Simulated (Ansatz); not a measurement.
# doublet C3H7BO+: levels of theory compared

Aim: a comparison of 6 runs (UHF/STO-3G, UHF/3-21G, USVWN5/cc-pVDZ, UMP2/cc-pVDZ, UCCSD/cc-pVDZ, UCCSD(T)/cc-pVDZ) of doublet C3H7BO+. 

The calculation is run with Ansatz 0.2.0.

34 further runs of the same task are left out: 34 set aside as unsound or not needed. Runs told in other sessions of the task aren't counted.

## 1. Starting point

The species is C3H7BO+ (12 atoms), meant as a doublet with charge +1. SMILES of the parent species: `CB1OC1C`. The shape is that of a PBE0-D4/def2-TZVP optimisation. That shape belongs to the parent species and isn't relaxed for this state.

Bond lengths: C1–B2 1.544 Å, B2–O3 1.335 Å, B2–C4 1.517 Å, O3–C4 1.507 Å, C4–C5 1.497 Å, C1–H6 1.092 Å, C1–H7 1.094 Å, C1–H8 1.094 Å, C4–H9 1.089 Å, C5–H10 1.092 Å, C5–H11 1.094 Å, C5–H12 1.094 Å. Some angles: C1–B2–O3 138.6°, C1–B2–C4 157.9°, O3–B2–C4 63.4°, B2–O3–C4 64.2°, B2–C4–O3 52.4°, B2–C4–C5 125.1°, O3–C4–C5 114.6°, B2–C1–H6 112.7°, B2–C1–H7 110.1°, B2–C1–H8 110.3°.

## 2. A single-point energy at UHF/STO-3G (run 1)

File job.yaml:

```yaml
basis:
  gaussian:
    orbitals: STO-3G
crystal:
  periodic: [false, false, false]
  atoms:
    - {symbol: C, position_ang: [-2.115400, 0.231500, 0.008900]}
    - {symbol: B, position_ang: [-0.616500, 0.286000, 0.375000]}
    - {symbol: O, position_ang: [0.162400, 0.085400, 1.440000]}
    - {symbol: C, position_ang: [0.876400, 0.454200, 0.165400]}
    - {symbol: C, position_ang: [1.795500, -0.603000, -0.363000]}
    - {symbol: H, position_ang: [-2.747100, -0.028900, 0.860100]}
    - {symbol: H, position_ang: [-2.280800, -0.500400, -0.787600]}
    - {symbol: H, position_ang: [-2.443000, 1.195200, -0.392100]}
    - {symbol: H, position_ang: [1.330900, 1.439700, 0.259300]}
    - {symbol: H, position_ang: [1.297300, -1.571500, -0.440800]}
    - {symbol: H, position_ang: [2.679000, -0.722300, 0.271600]}
    - {symbol: H, position_ang: [2.137900, -0.321100, -1.362700]}
total_charge: 1
magnetization:
  spin_polarized: true
  initial_magnetization: 1
hamiltonian:
  xc: hf
accuracy: high
output: {orbitals: {seedname: orbitals}}
```

On the command line:

```
ansatz run job.yaml --threads 1 --pin off --max-ram 2610MiB --events-out events.jsonl --progress --plain --runs-dir runs
```

What it wrote:

```text
Warning: RAYON_NUM_THREADS=1 ignored (pool sized by the plan → 1); use --threads N
Functional definition: HF
  name "HF"
  exchange = exact_x
  correlation = 0
679 factors; integrals over basis functions are off by at most 4.7e-9 eV
mean field evaluation 1: about -5825.6911 eV, gradient 2.3e1 eV
mean field evaluation 2: about -5825.8818 eV, gradient 2.3e1 eV
mean field evaluation 4: about -5829.8451 eV, gradient 2.8e0 eV
mean field evaluation 8: about -5830.1419 eV, gradient 2.5e-1 eV
mean field evaluation 16: about -5830.1432 eV, gradient 2.3e-8 eV
mean field evaluation 32: about -5829.9367 eV, gradient 6.6e-2 eV
mean field evaluation 64: about -5829.9878 eV, gradient 2.5e-6 eV
mean field -5830.14323673 eV, -214.2538121368 hartree, gradient 2.3e-8 eV, S^2 0.776681; 1 other end points of the search recorded, 0 dependent functions left out
reference -5830.14323673 eV, -214.2538121368 hartree; 19, 18 occupied and 13, 14 virtual orbitals, 679 factors
Total energy: -5830.14323673 eV, -214.2538121368 hartree
```

Run time: 0.66 s. Hardware: 1 thread of Arm Neoverse V2, shared host.

## 3. A single-point energy at UHF/3-21G (run 2)

File input.yaml:

```yaml
crystal:
  periodic: [false, false, false]
  atoms:
    - {symbol: C, position_ang: [-2.115400, 0.231500, 0.008900]}
    - {symbol: B, position_ang: [-0.616500, 0.286000, 0.375000]}
    - {symbol: O, position_ang: [0.162400, 0.085400, 1.440000]}
    - {symbol: C, position_ang: [0.876400, 0.454200, 0.165400]}
    - {symbol: C, position_ang: [1.795500, -0.603000, -0.363000]}
    - {symbol: H, position_ang: [-2.747100, -0.028900, 0.860100]}
    - {symbol: H, position_ang: [-2.280800, -0.500400, -0.787600]}
    - {symbol: H, position_ang: [-2.443000, 1.195200, -0.392100]}
    - {symbol: H, position_ang: [1.330900, 1.439700, 0.259300]}
    - {symbol: H, position_ang: [1.297300, -1.571500, -0.440800]}
    - {symbol: H, position_ang: [2.679000, -0.722300, 0.271600]}
    - {symbol: H, position_ang: [2.137900, -0.321100, -1.362700]}
basis:
  gaussian:
    orbitals: 3-21G.json
total_charge: 1
magnetization:
  spin_polarized: true
  initial_magnetization: 1
hamiltonian:
  xc: hf
accuracy: high
output:
  orbitals: {seedname: orbitals}
```

The basis set 3-21G is read from a file made from the Basis Set Exchange's data (not shown).

On the command line:

```
ansatz run input.yaml --threads 1 --pin off --max-ram 2610MiB --events-out events.jsonl --progress --plain --runs-dir runs
```

What it wrote:

```text
Warning: RAYON_NUM_THREADS=1 ignored (pool sized by the plan → 1); use --threads N
[... 4 set-up lines as earlier in the session ...]
1436 factors; integrals over basis functions are off by at most 1.2e-8 eV
mean field evaluation 1: about -5864.2718 eV, gradient 3.0e1 eV
mean field evaluation 2: about -5864.6255 eV, gradient 3.0e1 eV
mean field evaluation 4: about -5868.8953 eV, gradient 3.7e0 eV
mean field evaluation 8: about -5869.1857 eV, gradient 6.8e-1 eV
mean field evaluation 16: about -5869.2160 eV, gradient 1.4e-8 eV
mean field evaluation 32: about -5869.0388 eV, gradient 7.7e-1 eV
mean field evaluation 64: about -5868.5158 eV, gradient 4.2e-1 eV
mean field -5869.21595732 eV, -215.6897081342 hartree, gradient 3.7e-8 eV, S^2 0.772963; 1 other end points of the search recorded, 0 dependent functions left out
reference -5869.21595732 eV, -215.6897081342 hartree; 19, 18 occupied and 40, 41 virtual orbitals, 1436 factors
Total energy: -5869.21595732 eV, -215.6897081342 hartree
```

Run time: 1.7 s. Hardware: 1 thread of Arm Neoverse V2, shared host; peak memory 0.16 GiB.

Run 3 isn't shown in full; the table further down has it.

## 4. A single-point energy at UMP2/cc-pVDZ (run 4)

File input.yaml:

```yaml
crystal:
  periodic: [false, false, false]
  atoms:
    - symbol: C
      position_ang: [-2.115400, 0.231500, 0.008900]
    - symbol: B
      position_ang: [-0.616500, 0.286000, 0.375000]
    - symbol: O
      position_ang: [0.162400, 0.085400, 1.440000]
    - symbol: C
      position_ang: [0.876400, 0.454200, 0.165400]
    - symbol: C
      position_ang: [1.795500, -0.603000, -0.363000]
    - symbol: H
      position_ang: [-2.747100, -0.028900, 0.860100]
    - symbol: H
      position_ang: [-2.280800, -0.500400, -0.787600]
    - symbol: H
      position_ang: [-2.443000, 1.195200, -0.392100]
    - symbol: H
      position_ang: [1.330900, 1.439700, 0.259300]
    - symbol: H
      position_ang: [1.297300, -1.571500, -0.440800]
    - symbol: H
      position_ang: [2.679000, -0.722300, 0.271600]
    - symbol: H
      position_ang: [2.137900, -0.321100, -1.362700]
basis:
  gaussian: {orbitals: cc-pVDZ}
total_charge: 1
magnetization: {spin_polarized: true, initial_magnetization: 1}
correlation: {method: mp2, frozen_orbitals: {B: 1, C: 1, H: 0, O: 1}}
accuracy: high
```

On the command line:

```
ansatz run input.yaml --threads 1 --pin off --max-ram 2610MiB --events-out events.jsonl --progress --plain --runs-dir runs
```

What it wrote:

```text
Warning: RAYON_NUM_THREADS=1 ignored (pool sized by the plan → 1); use --threads N
[... 4 set-up lines as earlier in the session ...]
2542 factors; integrals over basis functions are off by at most 3.0e-9 eV
mean field evaluation 1: about -5896.8221 eV, gradient 3.3e1 eV
mean field evaluation 2: about -5897.0036 eV, gradient 3.3e1 eV
mean field evaluation 4: about -5902.3048 eV, gradient 4.8e0 eV
mean field evaluation 8: about -5902.5988 eV, gradient 5.5e-1 eV
mean field evaluation 16: about -5902.6173 eV, gradient 2.5e-8 eV
mean field -5902.61730212 eV, -216.9171849150 hartree, gradient 5.8e-8 eV, S^2 0.770315; 0 other end points of the search recorded, 0 dependent functions left out
5 core orbitals not correlated: weight in the atoms' cores, before any rotation towards them, 1.000 or more for the frozen orbitals, at most 0.000 for the correlated occupied ones
reference -5902.61730212 eV, -216.9171849150 hartree; 14, 13 occupied and 86, 87 virtual orbitals, 2542 factors
second order -17.81997921 eV of doubles, -0.00000000 eV of singles
Total energy: -5920.43728133 eV, -217.5720570723 hartree
```

Wall time 5.7 s (1 thread of Arm Neoverse V2, shared host); peak memory 0.4 GiB.

Run 5 isn't shown in full; the table further down has it.

## 5. The energy at UCCSD(T)/cc-pVDZ (run 6)

File run.yaml:

```yaml
crystal:
  periodic: [false, false, false]
  atoms:
    - {symbol: C, position_ang: [-2.115400, 0.231500, 0.008900]}
    - {symbol: B, position_ang: [-0.616500, 0.286000, 0.375000]}
    - {symbol: O, position_ang: [0.162400, 0.085400, 1.440000]}
    - {symbol: C, position_ang: [0.876400, 0.454200, 0.165400]}
    - {symbol: C, position_ang: [1.795500, -0.603000, -0.363000]}
    - {symbol: H, position_ang: [-2.747100, -0.028900, 0.860100]}
    - {symbol: H, position_ang: [-2.280800, -0.500400, -0.787600]}
    - {symbol: H, position_ang: [-2.443000, 1.195200, -0.392100]}
    - {symbol: H, position_ang: [1.330900, 1.439700, 0.259300]}
    - {symbol: H, position_ang: [1.297300, -1.571500, -0.440800]}
    - {symbol: H, position_ang: [2.679000, -0.722300, 0.271600]}
    - {symbol: H, position_ang: [2.137900, -0.321100, -1.362700]}
basis:
  gaussian:
    orbitals: cc-pVDZ
accuracy: high
scf:
  omitted_lower_state_checks: [cluster_reference, increment]
correlation:
  method: ccsd_t
  frozen_orbitals: {B: 1, C: 1, H: 0, O: 1}
total_charge: 1
magnetization:
  spin_polarized: true
  initial_magnetization: 1
```

On the command line:

```
ansatz run run.yaml --threads 1 --pin off --max-ram 2610MiB --events-out events.jsonl --progress --plain --runs-dir runs
```

What it wrote:

```text
Warning: RAYON_NUM_THREADS=1 ignored (pool sized by the plan → 1); use --threads N
[... 12 lines left out ...]
5 core orbitals not correlated: weight in the atoms' cores, before any rotation towards them, 1.000 or more for the frozen orbitals, at most 0.000 for the correlated occupied ones
[... 39 lines left out ...]
Total energy: -5922.56393841 eV, -217.6502102787 hartree
Checks for a lower state left out: cluster_reference, increment
```

Wall time 4.1 min (1 thread of Arm Neoverse V2, shared host); peak memory 2 GiB.

## 6. Overview of the runs

```tsv
run	level	frozen core orbitals	energy (Eh)	⟨S²⟩	wall time
1	UHF/STO-3G	–	-214.253812	0.777	0.66 s
2	UHF/3-21G	–	-215.689708	0.773	1.7 s
3	USVWN5/cc-pVDZ	–	-216.326616	0.751	8.4 s
4	UMP2/cc-pVDZ	5	-217.572057	0.770	5.7 s
5	UCCSD/cc-pVDZ	5	-217.626532	0.770	2.8 min
6	UCCSD(T)/cc-pVDZ	5	-217.650210	0.770	4.1 min
```

## 7. What came out

| quantity | value |
| --- | --- |
| run 6: total energy | -217.65021 Eh |
| run 6: correlation energy (5 core orbitals frozen) | -733.0 mEh |
| run 6: (T) correction | -23.68 mEh |
| run 6: ⟨S²⟩ of the reference determinant | 0.770 |
| run 6: T1 diagnostic | 0.023 |

In run 1 the basis is minimal, so the values are rough. All runs together took 7.3 min, the longest 4.1 min.
